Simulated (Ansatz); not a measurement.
# CH₆AlIn: basis-set convergence

One table from this session's results is given with a row withheld; the runs are named, their logs left out.

Computed with Ansatz 0.2.0, Gaussian basis. Level: one geometry, several basis sets.

Levels to be run: PBE0-D4/def2-SVP; ωB97M-V/def2-SVP; PBE0-D4/def2-QZVPP; ωB97M-V/def2-QZVPP; the functionals' def2-TZVPP values are taken from earlier runs.

**Structure used throughout**

An earlier PBE0-D4 in a triple-zeta def2 set relaxation fixed the geometry. In takes the def2 core potential; no spin-orbit term is included.

SMILES `[AlH2][CH2][InH2]`, 9 atoms, charge 0, spin multiplicity 1.

Atoms are counted from 1 here; the program's logs count them from 0.

Bond lengths: Al1–C2 1.929 Å, Al1–H4 1.590 Å, Al1–H5 1.590 Å, C2–In3 2.157 Å, C2–H6 1.095 Å, C2–H7 1.095 Å, In3–H8 1.726 Å, In3–H9 1.727 Å. Angles: C2–Al1–H4 120.2°, C2–Al1–H5 120.1°, H4–Al1–H5 119.6°, Al1–C2–In3 115.9°, Al1–C2–H6 110.1°, Al1–C2–H7 110.2°, In3–C2–H6 104.9°, In3–C2–H7 105.0°, H6–C2–H7 110.4°, C2–In3–H8 119.1°, C2–In3–H9 119.1°, H8–In3–H9 121.7°.

Set-up of the first run:

The input, in.yaml:

```yaml
crystal:
  periodic: [false, false, false]
  atoms:
    - {symbol: Al, position_ang: [-0.725601, 0.828005, -1.348319]}
    - {symbol: C, position_ang: [0.724700, 0.147208, -0.274106]}
    - {symbol: In, position_ang: [0.152783, -0.914821, 1.514077]}
    - {symbol: H, position_ang: [-1.373273, -0.077580, -2.483392]}
    - {symbol: H, position_ang: [-1.324573, 2.272091, -1.058335]}
    - {symbol: H, position_ang: [1.353665, 0.971962, 0.076337]}
    - {symbol: H, position_ang: [1.319989, -0.567733, -0.851114]}
    - {symbol: H, position_ang: [-0.082637, -2.623481, 1.438089]}
    - {symbol: H, position_ang: [-0.045063, -0.035642, 2.986763]}
basis:
  gaussian: {orbitals: def2-SVP}
hamiltonian: {xc: pbe0, dispersion: d4}
output: {orbitals: {seedname: orbitals}}
```

On the command line:

```
> ansatz run in.yaml --threads 2 --pin off --events-out ev --progress --plain --max-ram 22528MiB --backend cpu
```

Steps of the session up to this table: PBE0-D4 in def2-SVP; ωB97M-V in def2-SVP; PBE0-D4 in def2-QZVPP; ωB97M-V in def2-QZVPP.

One of the session's tables, all rows but one given; the rest of the session is left out.

It belongs to the step «Functionals by basis». 

```
functional       basis  HOMO (eV)  LUMO (eV)
   PBE0-D4    def2-SVP      -7.50      -1.93
   PBE0-D4  def2-TZVPP      -7.49      -1.96
   PBE0-D4  def2-QZVPP      -7.49      -1.97
   ωB97M-V    def2-SVP      -9.57      -0.35
   ωB97M-V  def2-TZVPP      -9.60      -0.48
   ωB97M-V  def2-QZVPP          ?          ?
```

Q: Estimate the row for ωB97M-V, def2-QZVPP from the others.

**Answer.** HOMO (eV): -9.60; LUMO (eV): -0.52.
